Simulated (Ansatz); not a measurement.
# CH3F2GeN: how energies converge with the basis set

How large a basis does CH3F2GeN need? Two functionals are run in growing sets.

Computed with Ansatz 0.2.0, Gaussian basis. Level: one geometry, several basis sets.

The runs, in order: PBE0-D4/def2-SVP; ωB97M-V/def2-SVP; PBE0-D4/def2-QZVPP; ωB97M-V/def2-QZVPP; the functionals' def2-TZVPP values are taken from earlier runs.

## Step 1: The relaxed structure

All runs share one geometry, relaxed beforehand with PBE0-D4 in a triple-zeta def2 set.

SMILES `F[C@@H]1[NH][Ge@@H]1[F]`, 8 atoms, charge 0, spin multiplicity 1.

Atoms are counted from 1 here; the program's logs count them from 0.

Bond lengths: F1–C2 1.375 Å, C2–N3 1.420 Å, C2–Ge4 1.943 Å, C2–H6 1.090 Å, N3–Ge4 1.808 Å, N3–H7 1.009 Å, Ge4–F5 1.734 Å, Ge4–H8 1.522 Å. Angles: F1–C2–N3 116.2°, F1–C2–Ge4 115.7°, F1–C2–H6 107.8°, N3–C2–Ge4 62.8°, N3–C2–H6 119.2°, Ge4–C2–H6 128.9°, C2–N3–Ge4 72.9°, C2–N3–H7 124.0°, Ge4–N3–H7 148.2°, C2–Ge4–N3 44.3°, C2–Ge4–F5 114.9°, C2–Ge4–H8 138.1°, N3–Ge4–F5 117.1°, N3–Ge4–H8 119.8°, F5–Ge4–H8 106.5°.

## Step 2: PBE0-D4 in def2-SVP

Contents of in.yaml:

```yaml
crystal:
  periodic: [false, false, false]
  atoms:
    - {symbol: F, position_ang: [0.163015, 1.789442, 0.723027]}
    - {symbol: C, position_ang: [-0.115920, 0.449178, 0.848377]}
    - {symbol: N, position_ang: [0.855920, -0.445065, 0.327946]}
    - {symbol: Ge, position_ang: [-0.556394, -0.478100, -0.800837]}
    - {symbol: F, position_ang: [-0.444179, 0.489143, -2.235779]}
    - {symbol: H, position_ang: [-0.508020, 0.283064, 1.852160]}
    - {symbol: H, position_ang: [1.850846, -0.332837, 0.454051]}
    - {symbol: H, position_ang: [-1.153267, -1.812026, -1.224845]}
basis:
  gaussian: {orbitals: def2-SVP}
hamiltonian: {xc: pbe0, dispersion: d4}
output: {orbitals: {seedname: orbitals}}
```

Further steps of the session: ωB97M-V in def2-SVP; PBE0-D4 in def2-QZVPP; ωB97M-V in def2-QZVPP.

Before running them: what should the planned runs give, taken together? Wanted: PBE0-D4: double and triple zeta above quadruple; ωB97M-V: double and triple zeta above quadruple.

The runs gave:

| quantity | value |
| --- | --- |
| PBE0-D4: double and triple zeta above quadruple | 18.57, 1.68 eV |
| ωB97M-V: double and triple zeta above quadruple | 18.71, 1.62 eV |

**Reading.** PBE0-D4 gains 16.89 eV from double to triple zeta, then 1.68 eV more. These are total energies; as a rule much of such shifts cancels in differences, which this series doesn't test.
